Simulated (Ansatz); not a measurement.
# C8H22N2Si: the cost of one run

Computed with Ansatz 0.2.0, Gaussian basis. Level: one geometry, several basis sets.

Levels to be run: PBE0-D4/def2-SVP; ωB97M-V/def2-SVP; PBE0-D4/def2-QZVPP; ωB97M-V/def2-QZVPP; the functionals' def2-TZVPP values are taken from earlier runs.

## 1. The relaxed structure

An earlier PBE0-D4 in a triple-zeta def2 set relaxation fixed the geometry.

SMILES `CCN(CC)[SiH2]N(CC)CC`, 33 atoms, charge 0, spin multiplicity 1.

Atoms are counted from 1 here; the program's logs count them from 0.

Bond lengths: C1–C2 1.521 Å, C1–H12 1.093 Å, C1–H13 1.093 Å, C1–H14 1.092 Å, C2–N3 1.450 Å, C2–H15 1.096 Å, C2–H16 1.097 Å, N3–C4 1.447 Å, N3–Si6 1.713 Å, C4–C5 1.522 Å, C4–H17 1.098 Å, C4–H18 1.094 Å, C5–H19 1.093 Å, C5–H20 1.093 Å, C5–H21 1.093 Å, Si6–N7 1.715 Å, Si6–H22 1.491 Å, Si6–H23 1.493 Å and more. Angles: C2–C1–H12 110.8°, C2–C1–H13 111.4°, C2–C1–H14 110.4°, H12–C1–H13 107.7°, H12–C1–H14 108.4°, H13–C1–H14 108.1°, C1–C2–N3 113.8°, C1–C2–H15 108.9°, C1–C2–H16 109.7°, N3–C2–H15 108.6°, N3–C2–H16 110.0°, H15–C2–H16 105.5°, C2–N3–C4 116.4°, C2–N3–Si6 119.5°, C4–N3–Si6 124.0°, N3–C4–C5 114.1°, N3–C4–H17 109.7°, N3–C4–H18 108.3° and more.

## 2. PBE0-D4 in def2-SVP

in.yaml

```yaml
crystal:
  periodic: [false, false, false]
  atoms:
    - {symbol: C, position_ang: [-0.974635, -0.774251, -2.202329]}
    - {symbol: C, position_ang: [-0.345523, 0.585842, -1.943164]}
    - {symbol: N, position_ang: [-0.698758, 1.159249, -0.659091]}
    - {symbol: C, position_ang: [-1.997855, 1.790705, -0.572623]}
    - {symbol: C, position_ang: [-2.066635, 3.163725, -1.224732]}
    - {symbol: Si, position_ang: [0.433920, 1.115226, 0.625693]}
    - {symbol: N, position_ang: [0.949350, -0.472956, 1.018326]}
    - {symbol: C, position_ang: [2.329954, -0.905693, 0.995127]}
    - {symbol: C, position_ang: [2.653263, -1.863385, -0.142234]}
    - {symbol: C, position_ang: [-0.025112, -1.441721, 1.480317]}
    - {symbol: C, position_ang: [-0.028346, -1.641705, 2.988456]}
    - {symbol: H, position_ang: [-0.701744, -1.146353, -3.193601]}
    - {symbol: H, position_ang: [-2.065115, -0.723908, -2.155931]}
    - {symbol: H, position_ang: [-0.636668, -1.497876, -1.458041]}
    - {symbol: H, position_ang: [0.744898, 0.487785, -1.993769]}
    - {symbol: H, position_ang: [-0.615634, 1.278803, -2.750193]}
    - {symbol: H, position_ang: [-2.758726, 1.136041, -1.018524]}
    - {symbol: H, position_ang: [-2.263948, 1.885228, 0.484178]}
    - {symbol: H, position_ang: [-1.802885, 3.120661, -2.284140]}
    - {symbol: H, position_ang: [-3.076632, 3.576402, -1.152289]}
    - {symbol: H, position_ang: [-1.376802, 3.855107, -0.735136]}
    - {symbol: H, position_ang: [1.707432, 1.823686, 0.308726]}
    - {symbol: H, position_ang: [-0.285998, 1.795024, 1.742745]}
    - {symbol: H, position_ang: [2.598934, -1.372299, 1.952171]}
    - {symbol: H, position_ang: [2.964537, -0.019618, 0.907171]}
    - {symbol: H, position_ang: [2.044505, -2.769315, -0.094926]}
    - {symbol: H, position_ang: [2.471957, -1.387753, -1.109163]}
    - {symbol: H, position_ang: [3.702068, -2.169495, -0.102035]}
    - {symbol: H, position_ang: [-1.017658, -1.108857, 1.157021]}
    - {symbol: H, position_ang: [0.134960, -2.406315, 0.981157]}
    - {symbol: H, position_ang: [-0.782225, -2.378103, 3.279329]}
    - {symbol: H, position_ang: [0.939087, -1.999569, 3.348026]}
    - {symbol: H, position_ang: [-0.250364, -0.702212, 3.499780]}
basis:
  gaussian: {orbitals: def2-SVP}
hamiltonian: {xc: pbe0, dispersion: d4}
output: {orbitals: {seedname: orbitals}}
```

Started as:

```bash
ansatz run in.yaml --threads 11 --pin off --events-out ev --progress --plain --max-ram 110592MiB --backend cpu
```

Q: Estimate wall time and peak memory on 11 threads of AMD EPYC 7R13, shared host.

About 3.4 s, with a peak of 1.7 GiB.
